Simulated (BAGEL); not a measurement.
# Si2NH5O (SMILES N1[SiH2]O[SiH2]1) at HF/STO-3G (density fitting with qzvpp-jkfit)

What is the energy change on altering one bond length of Si2NH5O at HF/STO-3G (density fitting with qzvpp-jkfit)? 

The calculation is run with BAGEL 1.2.2.

## (1) The system as given

Si2NH5O has 9 atoms, charge 0, and is taken as a singlet. As SMILES, `N1[SiH2]O[SiH2]1`. The coordinates come from a GFN2-xTB relaxation.

Bond lengths: N1–Si2 1.742 Å, Si2–O3 1.663 Å, N1–Si4 1.743 Å, O3–Si4 1.663 Å, N1–H5 1.003 Å, Si2–H6 1.452 Å, Si2–H7 1.454 Å, Si4–H8 1.453 Å, Si4–H9 1.452 Å. Some angles: N1–Si2–O3 85.7°, Si2–N1–Si4 91.4°, Si2–O3–Si4 97.2°, N1–Si4–O3 85.7°, N1–Si2–H6 114.5°, N1–Si2–H7 114.5°, O3–Si2–H6 110.3°, O3–Si2–H7 110.2°, Si2–N1–H5 134.2°, Si4–N1–H5 134.4°.

## (2) The energy at HF/STO-3G (density fitting with qzvpp-jkfit)

input.json

```json
{ "bagel" : [

{
  "title" : "molecule",
  "basis" : "sto-3g",
  "df_basis" : "qzvpp-jkfit",
  "angstrom" : true,
  "geometry" : [
    { "atom" : "N", "xyz" : [   -0.733740,    0.378460,   -0.561130 ] },
    { "atom" : "Si", "xyz" : [    0.954270,    0.754990,   -0.350250 ] },
    { "atom" : "O", "xyz" : [    0.966010,   -0.491250,    0.750680 ] },
    { "atom" : "Si", "xyz" : [   -0.634030,   -0.918540,    0.598540 ] },
    { "atom" : "H", "xyz" : [   -1.468020,    0.754270,   -1.131390 ] },
    { "atom" : "H", "xyz" : [    1.211230,    2.018980,    0.317440 ] },
    { "atom" : "H", "xyz" : [    1.791800,    0.423750,   -1.491200 ] },
    { "atom" : "H", "xyz" : [   -0.745980,   -2.248940,    0.024760 ] },
    { "atom" : "H", "xyz" : [   -1.341540,   -0.671720,    1.842540 ] }
  ]
},
{
  "title" : "hf"
},
{
  "title" : "print",
  "file" : "orbitals.molden",
  "orbitals" : true
}

]}
```

On the command line:

```console
$ BAGEL_NUM_THREADS=1 BAGEL input.json > input.out
```

Output:

```text
* using 1 threads per process

  ===============================================================
  ===============================================================

  *** Geometry ***

  { "atom" : "N", "xyz" : [     -1.386568,      0.715186,     -1.060382 ] },
  { "atom" : "Si", "xyz" : [      1.803309,      1.426724,     -0.661877 ] },
  { "atom" : "O", "xyz" : [      1.825494,     -0.928328,      1.418580 ] },
  { "atom" : "Si", "xyz" : [     -1.198143,     -1.735789,      1.131077 ] },
  { "atom" : "H", "xyz" : [     -2.774156,      1.425364,     -2.138017 ] },
  { "atom" : "H", "xyz" : [      2.288893,      3.815319,      0.599875 ] },
  { "atom" : "H", "xyz" : [      3.386011,      0.800771,     -2.817960 ] },
  { "atom" : "H", "xyz" : [     -1.409698,     -4.249881,      0.046790 ] },
  { "atom" : "H", "xyz" : [     -2.535143,     -1.269367,      3.481896 ] },

  Number of auxiliary basis functions:      500

  Since a DF basis is specified, we compute 2- and 3-index integrals:
    o Being stored without compression. Storage requirement is 0.004 GB

  Number of basis functions:       33
  Number of electrons      :       48

    * METHOD: MOLECULE                             0.16

  *** RHF ***

  === Nuclear Repulsion ===
   238.5595041495

      * DIIS with orbital gradients will be used.

  === RHF iteration (sto-3g) ===
      0       -701.64277708          0.01602364           0.03
      1       -701.74180987          0.00492097           0.02
      2       -701.75061100          0.00075505           0.02
      3       -701.75101758          0.00012344           0.02
      4       -701.75102726          0.00004000           0.02
      5       -701.75102810          0.00000625           0.02
      6       -701.75102813          0.00000129           0.02
      7       -701.75102813          0.00000041           0.02
      8       -701.75102813          0.00000008           0.02
      9       -701.75102813          0.00000002           0.02
     10       -701.75102813          0.00000001           0.02
    * SCF iteration converged.

    * Permanent dipole moment:
           (    0.404820,    -0.204002,     0.318780) a.u.

    * METHOD: HF                                   0.35

    * METHOD: PRINT                                0.00

  ===============================================================
```

It took 0.68 s on 1 thread of Arm Neoverse V2, shared host; peak memory 0.082 GiB.

## (3) The distorted shape

input.json

```json
{ "bagel" : [

{
  "title" : "molecule",
  "basis" : "sto-3g",
  "df_basis" : "qzvpp-jkfit",
  "angstrom" : true,
  "geometry" : [
    { "atom" : "N", "xyz" : [   -0.513480,    0.265729,   -0.390071 ] },
    { "atom" : "Si", "xyz" : [    1.174530,    0.642259,   -0.179191 ] },
    { "atom" : "O", "xyz" : [    1.186270,   -0.603981,    0.921739 ] },
    { "atom" : "Si", "xyz" : [   -0.413770,   -1.031271,    0.769599 ] },
    { "atom" : "H", "xyz" : [   -1.468020,    0.754270,   -1.131390 ] },
    { "atom" : "H", "xyz" : [    1.431490,    1.906249,    0.488499 ] },
    { "atom" : "H", "xyz" : [    2.012060,    0.311019,   -1.320141 ] },
    { "atom" : "H", "xyz" : [   -0.525720,   -2.361671,    0.195819 ] },
    { "atom" : "H", "xyz" : [   -1.121280,   -0.784451,    2.013599 ] }
  ]
},
{ "title" : "hf" },
{ "title" : "print", "file" : "orbitals.molden", "orbitals" : true }

]}
```

On the command line:

```console
$ BAGEL_NUM_THREADS=1 BAGEL input.json > input.out
```

Output:

```text
* using 1 threads per process

  ===============================================================
  ===============================================================

  *** Geometry ***

  { "atom" : "N", "xyz" : [     -0.970337,      0.502155,     -0.737127 ] },
  { "atom" : "Si", "xyz" : [      2.219540,      1.213694,     -0.338622 ] },
  { "atom" : "O", "xyz" : [      2.241725,     -1.141359,      1.741834 ] },
  { "atom" : "Si", "xyz" : [     -0.781912,     -1.948820,      1.454331 ] },
  { "atom" : "H", "xyz" : [     -2.774156,      1.425364,     -2.138017 ] },
  { "atom" : "H", "xyz" : [      2.705124,      3.602289,      0.923129 ] },
  { "atom" : "H", "xyz" : [      3.802242,      0.587741,     -2.494705 ] },
  { "atom" : "H", "xyz" : [     -0.993467,     -4.462911,      0.370044 ] },
  { "atom" : "H", "xyz" : [     -2.118912,     -1.482398,      3.805151 ] },

  Number of auxiliary basis functions:      500

  Since a DF basis is specified, we compute 2- and 3-index integrals:
    o Being stored without compression. Storage requirement is 0.004 GB

  Number of basis functions:       33
  Number of electrons      :       48

    * METHOD: MOLECULE                             0.17

  *** RHF ***

  === Nuclear Repulsion ===
   237.0107815420

      * DIIS with orbital gradients will be used.

  === RHF iteration (sto-3g) ===
      0       -701.57853780          0.01700231           0.02
      1       -701.68189933          0.00566508           0.02
      2       -701.69325785          0.00082505           0.02
      3       -701.69371494          0.00011215           0.02
      4       -701.69372314          0.00003418           0.02
      5       -701.69372391          0.00001100           0.02
      6       -701.69372398          0.00000179           0.02
      7       -701.69372398          0.00000059           0.02
      8       -701.69372398          0.00000012           0.02
      9       -701.69372398          0.00000003           0.02
     10       -701.69372398          0.00000001           0.02
    * SCF iteration converged.

    * Permanent dipole moment:
           (    0.346882,    -0.174337,     0.274027) a.u.

    * METHOD: HF                                   0.35

    * METHOD: PRINT                                0.00

  ===============================================================
```

Wall time 0.68 s (1 thread of Arm Neoverse V2, shared host); peak memory 0.082 GiB.

## (4) Results

At HF/STO-3G (density fitting with qzvpp-jkfit):

| quantity | value |
| --- | --- |
| first shape: total energy | -701.75103 Eh |
| first shape: dipole moment | 1.41 D |
| first shape: HOMO energy | -7.46 eV |
| first shape: LUMO energy | 10.39 eV |
| first shape: HOMO–LUMO gap | 17.85 eV |
| distorted shape: total energy | -701.69372 Eh |
| distorted shape: dipole moment | 1.21 D |
| distorted shape: HOMO energy | -7.27 eV |
| distorted shape: LUMO energy | 10.04 eV |
| distorted shape: HOMO–LUMO gap | 17.31 eV |
| energy change with the N1–H5 bond stretched from 1.003 to 1.304 Å | 1.559 eV |

With the N1–H5 bond stretched from 1.003 to 1.304 Å the energy rises by 1.56 eV (36 kcal/mol). The first shape isn't relaxed at this level, so the change isn't measured from a minimum. The minimal basis adds a large error of its own.
